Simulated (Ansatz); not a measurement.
# Ca3CdF8: the cost of one run

The runs shown are made with Ansatz 0.2.0. PAW datasets, plane waves, zero pressure. The calculation is spin-unpolarised, and the structure need not be a phase that has been made.

### Step 1. The structure to begin with

The symmetry is Cmmm (No. 65, orthorhombic); a = 7.631 Å, b = 10.791 Å, c = 3.815 Å in the conventional setting, 13.09 Å³ an atom. Near Ca stand 8 F at 2.34 Å; near F stand 1 Cd at 2.34 Å and 3 Ca at 2.34 Å; near Cd stand 8 F at 2.34 Å; near F stand 4 Ca at 2.34 Å; near F stand 2 Ca at 2.34 Å and 2 Cd at 2.34 Å.

As a file:

```xyz
12
Lattice="3.8153 -5.3957 0.0000 3.8153 5.3957 0.0000 0.0000 0.0000 3.8153" Properties=species:S:1:pos:R:3 pbc="T T T"
Ca    1.9077    2.6979    0.0000
F     1.9077   -1.3489    1.9077
F     1.9077    1.3489    1.9077
Cd    3.8153    0.0000    1.9077
F     3.8153   -4.0468    0.0000
F     3.8153   -1.3489    0.0000
Ca    0.0000    0.0000    1.9077
F     3.8153    1.3489    0.0000
F     3.8153    4.0468    0.0000
Ca    1.9077   -2.6979    0.0000
F     5.7230   -1.3489    1.9077
F     5.7230    1.3489    1.9077
```

### Step 2. Relaxation with PBE

File input.yaml:

```yaml
crystal:
  lattice:
    - [3.81533727, -5.39570171, 0.0]
    - [3.81533727, 5.39570171, 0.0]
    - [0.0, 0.0, 3.81533727]
  atoms:
    - { symbol: Ca, position: [0.0, 0.5, 0.0] }
    - { symbol: F, position: [0.375, 0.125, 0.5] }
    - { symbol: F, position: [0.125, 0.375, 0.5] }
    - { symbol: Cd, position: [0.5, 0.5, 0.5] }
    - { symbol: F, position: [0.875, 0.125, 0.0] }
    - { symbol: F, position: [0.625, 0.375, 0.0] }
    - { symbol: Ca, position: [0.0, 0.0, 0.5] }
    - { symbol: F, position: [0.375, 0.625, 0.0] }
    - { symbol: F, position: [0.125, 0.875, 0.0] }
    - { symbol: Ca, position: [0.5, 0.0, 0.0] }
    - { symbol: F, position: [0.875, 0.625, 0.5] }
    - { symbol: F, position: [0.625, 0.875, 0.5] }
kpoints:
  mp_grid: { grid: [4, 4, 6] }
hamiltonian:
  xc: pbe
scf:
  occupations: { method: fermi_dirac, width: 0.02 }
relax:
  f_tol: 0.005
  cell: {}
output:
  write_density: true
  write_potential: true
  elf: true
  volumetric_format: npy
```

Q: Estimate wall time and peak memory on 1 × NVIDIA H100 80GB HBM3 with 2 threads of AMD EPYC 7R13 (Zen 3), shared host.

About 14 s, with a peak of 1.1 GiB on the host.
